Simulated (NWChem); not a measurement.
# Ga2H4Cl2 (SMILES [Cl+]1[GaH2-][Cl+][GaH2-]1): levels of theory compared

We compute a comparison of 4 runs (HF/STO-3G, HF/3-21G, B3LYP/6-31G*) of Ga2H4Cl2. 

The calculation is run with NWChem 7.3.0.

## Step 1: The structure to begin with

Ga2H4Cl2 has 8 atoms, charge 0, and is taken as a singlet. SMILES: `[Cl+]1[GaH2-][Cl+][GaH2-]1`. The shape is that of a PBE0-D4/def2-TZVP optimisation.

Bond lengths: Cl1–Ga2 2.361 Å, Ga2–Cl3 2.361 Å, Cl1–Ga4 2.361 Å, Cl3–Ga4 2.361 Å, Ga2–H5 1.552 Å, Ga2–H6 1.552 Å, Ga4–H7 1.552 Å, Ga4–H8 1.552 Å. Some angles: Cl1–Ga2–Cl3 90.2°, Ga2–Cl1–Ga4 89.8°, Ga2–Cl3–Ga4 89.8°, Cl1–Ga4–Cl3 90.2°, Cl1–Ga2–H5 106.3°, Cl1–Ga2–H6 106.3°, Cl3–Ga2–H5 106.3°, Cl3–Ga2–H6 106.3°, Cl1–Ga4–H7 106.3°, Cl1–Ga4–H8 106.3°.

## Step 2: Energy and gradient at HF/STO-3G (run 1)

The input, sp.nw:

```
start sp
memory total 2200 mb
geometry units au noautosym nocenter noautoz
Cl -2.90413111  0.49926564 -1.14536300
Ga  0.27684488  3.07061598  0.63645976
Cl  2.90186344 -0.50021051  1.15065424
Ga -0.27684488 -3.07061598 -0.63683770
H   1.41918432  4.61735681 -1.57867720
H  -0.65989236  3.79457006  3.32043777
H   0.66140414 -3.78890088 -3.32176058
H  -1.41861740 -4.62227010  1.57508672
end
basis spherical bse
* library STO-3G
end
scf
thresh 1e-08
maxiter 80
print low
end
task scf gradient
```

Run with:

```console
$ nwchem sp.nw > sp.out
```

What it wrote:

```text
[...]
  functions       =    58
[...]
  wavefunction    = RHF
[...]
         Total SCF energy =  -4713.407323647612
      One-electron energy =  -8102.143094276506
      Two-electron energy =   2636.495734247820
 Nuclear repulsion energy =    752.240036381074
        Time for solution =     10.7s
[...]
                         RHF ENERGY GRADIENTS
    atom               coordinates                        gradient
                 x          y          z           x          y          z
   1 Cl     -2.904131   0.499266  -1.145363   -0.028467   0.004894  -0.011226
   2 Ga      0.276845   3.070616   0.636460   -0.004158  -0.045968  -0.009516
   3 Cl      2.901863  -0.500211   1.150654    0.028452  -0.004903   0.011282
   4 Ga     -0.276845  -3.070616  -0.636838    0.004118   0.045958   0.009566
   5 H       1.419184   4.617357  -1.578677    0.022955   0.037897  -0.041543
   6 H      -0.659892   3.794570   3.320438   -0.017546   0.021867   0.053891
   7 H       0.661404  -3.788901  -3.321761    0.017582  -0.021759  -0.053920
   8 H      -1.418617  -4.622270   1.575087   -0.022936  -0.037986   0.041467
 Task  times  cpu:       12.9s     wall:       12.9s
 Total times  cpu:       12.9s     wall:       12.9s
```

It took 14 s on 1 thread of Intel Xeon Platinum 8488C (Sapphire Rapids), shared host; peak memory 0.1 GiB.

## Step 3: Energy and forces at HF/3-21G (run 2)

The input, test.nw:

```
echo
start test
title "Cl2Ga2H4"
memory total 2200 mb
charge 0

geometry noautosym nocenter noautoz
  Cl      -1.536800       0.264200      -0.606100
  Ga       0.146500       1.624900       0.336800
  Cl       1.535600      -0.264700       0.608900
  Ga      -0.146500      -1.624900      -0.337000
  H        0.751000       2.443400      -0.835400
  H       -0.349200       2.008000       1.757100
  H        0.350000      -2.005000      -1.757800
  H       -0.750700      -2.446000       0.833500
end

basis spherical bse
  * library 3-21G
end

scf
  thresh 1e-08
  maxiter 80
end

task scf gradient
```

Run with:

```console
$ nwchem test.nw > test.out
```

What it wrote:

```text
[...]
  functions       =    78
[...]
  wavefunction    = RHF
[...]
         Total SCF energy =  -4744.708484287807
      One-electron energy =  -8117.217180235170
      Two-electron energy =   2620.268605280762
 Nuclear repulsion energy =    752.240090666603
        Time for solution =      6.6s
[...]
                         RHF ENERGY GRADIENTS
    atom               coordinates                        gradient
                 x          y          z           x          y          z
   1 Cl     -2.904131   0.499266  -1.145363    0.012878  -0.002214   0.005080
   2 Ga      0.276845   3.070616   0.636460   -0.002536  -0.028160  -0.005863
   3 Cl      2.901863  -0.500210   1.150654   -0.012859   0.002218  -0.005098
   4 Ga     -0.276845  -3.070616  -0.636838    0.002518   0.028154   0.005863
   5 H       1.419184   4.617356  -1.578677   -0.000240  -0.001613  -0.000092
   6 H      -0.659892   3.794570   3.320438   -0.000054  -0.001533  -0.000527
   7 H       0.661404  -3.788901  -3.321760    0.000051   0.001528   0.000541
   8 H      -1.418617  -4.622270   1.575087    0.000242   0.001620   0.000095
[...]
```

Wall time 9.3 s (1 thread of Intel Xeon Platinum 8488C (Sapphire Rapids), shared host); peak memory 0.11 GiB.

Run 3 isn't shown in full; the table further down has it.

## Step 4: Energy and forces at B3LYP/6-31G(d) (Cartesian functions) (run 4)

The input, mymol.xyz:

```xyz
8

Cl    -1.536800     0.264200    -0.606100
Ga     0.146500     1.624900     0.336800
Cl     1.535600    -0.264700     0.608900
Ga    -0.146500    -1.624900    -0.337000
H      0.751000     2.443400    -0.835400
H     -0.349200     2.008000     1.757100
H      0.350000    -2.005000    -1.757800
H     -0.750700    -2.446000     0.833500
```

The input, run.py:

```python
from ase.io import read
from ase.calculators.nwchem import NWChem

system = read('mymol.xyz')

calc = NWChem(
    label='mymol',
    theory='dft',
    memory='2200 mb',
    basis='6-31G*',
    dft={'xc': 'b3lyp', 'mult': '1', 'grid': 'fine', 'convergence': 'energy 1e-08', 'iterations': '100', 'mulliken': None},
)
system.calc = calc

forces = system.get_forces()
print("Total energy (eV):", round(system.get_potential_energy(), 6))
print("forces (eV/A):")
for s, f in zip(system.symbols, forces):
    print(f"{s:2s} {f[0]:10.5f} {f[1]:10.5f} {f[2]:10.5f}")
print("dipole (e A):", system.get_dipole_moment().round(4))
```

Run with:

```console
$ export ASE_NWCHEM_COMMAND="nwchem PREFIX.nwi > PREFIX.nwo"
$ python run.py
```

What it wrote:

```text
Total energy (eV): -129857.206343
forces (eV/A):
Cl   -0.41163    0.07081   -0.16249
Ga    0.04258    0.47416    0.09960
Cl    0.41097   -0.07086    0.16285
Ga   -0.04175   -0.47391   -0.09966
H     0.02494    0.02700   -0.05142
H    -0.02129    0.00818    0.05723
H     0.02134   -0.00807   -0.05770
H    -0.02515   -0.02731    0.05152
dipole (e A): [ 0.      0.     -0.0003]
```

The calculator wrote mymol.nwi:

```
title "mymol"

permanent_dir mymol

scratch_dir mymol

start mymol

geometry units angstrom nocenter noautosym noautoz
  Cl -1.5367999999999999e+00 2.6419999999999999e-01 -6.0609999999999997e-01
  Ga 1.4649999999999999e-01 1.6249000000000000e+00 3.3679999999999999e-01
  Cl 1.5356000000000001e+00 -2.6469999999999999e-01 6.0890000000000000e-01
  Ga -1.4649999999999999e-01 -1.6249000000000000e+00 -3.3700000000000002e-01
  H  7.5100000000000000e-01 2.4434000000000000e+00 -8.3540000000000003e-01
  H  -3.4920000000000001e-01 2.0080000000000000e+00 1.7571000000000001e+00
  H  3.4999999999999998e-01 -2.0049999999999999e+00 -1.7578000000000000e+00
  H  -7.5070000000000003e-01 -2.4460000000000002e+00 8.3350000000000002e-01
end

memory 2200 mb

basis noprint
   * library 6-31G*
end

dft
  xc b3lyp
  mult 1
  grid fine
  convergence energy 1e-08
  iterations 100
  mulliken
end

task dft gradient
```

mymol.nwo:

```text
Northwest Computational Chemistry Package (NWChem) 7.3.0
             --------------------------------------------------------

           Job information
           ---------------

    nwchem branch   = 7.3.0
    use scalapack   = T
    input           = mymol.nwi
    prefix          = mymol.
    data base       = mymol/mymol.db
    status          = startup
    nproc           =        1

           Memory information
           ------------------

[... 5 lines left out ...]
    hardfail = no
[... 106 lines left out ...]
  convergence criterion.
[... 42 lines left out ...]
          Spatial weights used:  Erf1
[... 32 lines left out ...]
 1-e energy   =   -8142.017635
[... 41 lines left out ...]
           Coulomb energy =     2824.154727556454
[... 913 lines left out ...]
          Convergence on density requested:  1.00D-05
[... 28 lines left out ...]
          total energy or number of iterations.
[... 36 lines left out ...]
                 ----------------------------------------
                 |  Time  |  1-e(secs)   |  2-e(secs)   |
                 ----------------------------------------
                 |  CPU   |       0.01   |      10.73   |
                 ----------------------------------------
                 |  WALL  |       0.01   |      10.73   |
                 ----------------------------------------

 Task  times  cpu:       53.5s     wall:       53.5s
 Total times  cpu:       53.6s     wall:       53.6s
```

It took 55 s on 1 thread of Intel Xeon Platinum 8488C (Sapphire Rapids), shared host; peak memory 0.14 GiB.

## Step 5: All runs side by side

```
run                               level  iteration cap  module   energy (Eh)  largest force (eV/Å)  wall time
  1                           HF/STO-3G             80     scf  -4713.407324                 3.124       14 s
  2                            HF/3-21G             80     scf  -4744.708484                 1.485      9.3 s
  3  B3LYP/6-31G* (spherical functions)            100     dft  -4772.148902                 0.438       52 s
  4  B3LYP/6-31G* (Cartesian functions)            100     dft  -4772.164352                 0.486       55 s
```

## Step 6: Summary of results

| quantity | value |
| --- | --- |
| run 4: total energy | -4772.16435 Eh |
| run 4: dipole moment | 0.00 D |
| run 4: HOMO energy | -8.19 eV |
| run 4: LUMO energy | -1.17 eV |
| run 4: HOMO–LUMO gap | 7.01 eV |
| run 4: largest force on an atom | 0.486 eV/Å |

What this shows: In run 1 the basis is minimal, so the values are rough. All runs together took 2.2 min, the longest 55 s.
